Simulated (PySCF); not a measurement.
# From one method to the next for OsS2⁺

What do other methods print for OsS2⁺?

The runs use PySCF 2.14.0; method and basis as typed in the scripts.

4 further runs of the same task are left out: 4 that didn't finish.

### Step 1. Starting geometry

OsS2⁺: 3 atoms, charge 1, spin multiplicity 2.

Bond lengths: Os1–S2 2.061 Å, Os1–S3 2.061 Å. Angles: S2–Os1–S3 110.0°.

### Step 2. Base script

input.py reads:

```python
from pyscf import gto, scf, mp

mol = gto.M(
    atom='Os 0.2951 0 0; S -0.8875 0 1.6878; S -0.8875 0 -1.6878',
    basis='crenbl',
    ecp={'Os': 'crenbl', 'S': 'crenbl'},
    charge=1,
    spin=1,
    verbose=4,
)
mf = scf.UHF(mol)
mf = mf.newton()
mf.kernel()
mp.MP2(mf).kernel()
mf.dip_moment()
print('orbital energies (hartree):', [e[max(0, n-3):n+3].round(4) for e, n in zip(mf.mo_energy, mol.nelec)])
```

Launch:

```sh
$ OMP_NUM_THREADS=1 python input.py
```

### Step 3. Stability test

Variant 1 changes step after the SCF: mp2 → stability.

input.py, as its differences from that of step 2:

```diff
@@ -1,2 +1,2 @@
-from pyscf import gto, scf, mp
+from pyscf import gto, scf
 
@@ -13,3 +13,3 @@
 mf.kernel()
-mp.MP2(mf).kernel()
+mf.stability(internal=True, external=True)
 mf.dip_moment()
```

### Step 4. RHF

Variant 2 changes SCF type: UHF → RHF.

input.py reads:

```python
from pyscf import gto, scf, mp

mol = gto.M(
    atom='Os 0.2951 0 0; S -0.8875 0 1.6878; S -0.8875 0 -1.6878',
    basis='crenbl',
    ecp={'Os': 'crenbl', 'S': 'crenbl'},
    charge=1,
    spin=1,
    verbose=4,
)
mf = scf.RHF(mol)
mf = mf.newton()
mf.kernel()
mp.MP2(mf).kernel()
mf.dip_moment()
print('orbital energies (hartree):', mf.mo_energy[..., max(0, mol.nelec[1]-3):mol.nelec[0]+3].round(4))
```

What does the calculation give? Wanted: for each run, E(SCF); from base; gap, α spin; after the SCF.

**Answer**, as computed:

```
           run  E(SCF) (hartree)  from base (eV)   cycles  gap, α spin (eV)                 after the SCF
          base       -109.935116               0  5 macro             10.66     MP2 correlation -9.254 eV
stability test       -109.935116          0.0000  5 macro             10.66  unstable: UHF/UKS -> GHF/GKS
           RHF       -109.883226         +1.4120  6 macro               n/a    MP2 correlation -14.035 eV
```

Total energies from different bases, Hamiltonians or methods carry different errors, so properties are taken as differences within one set-up.
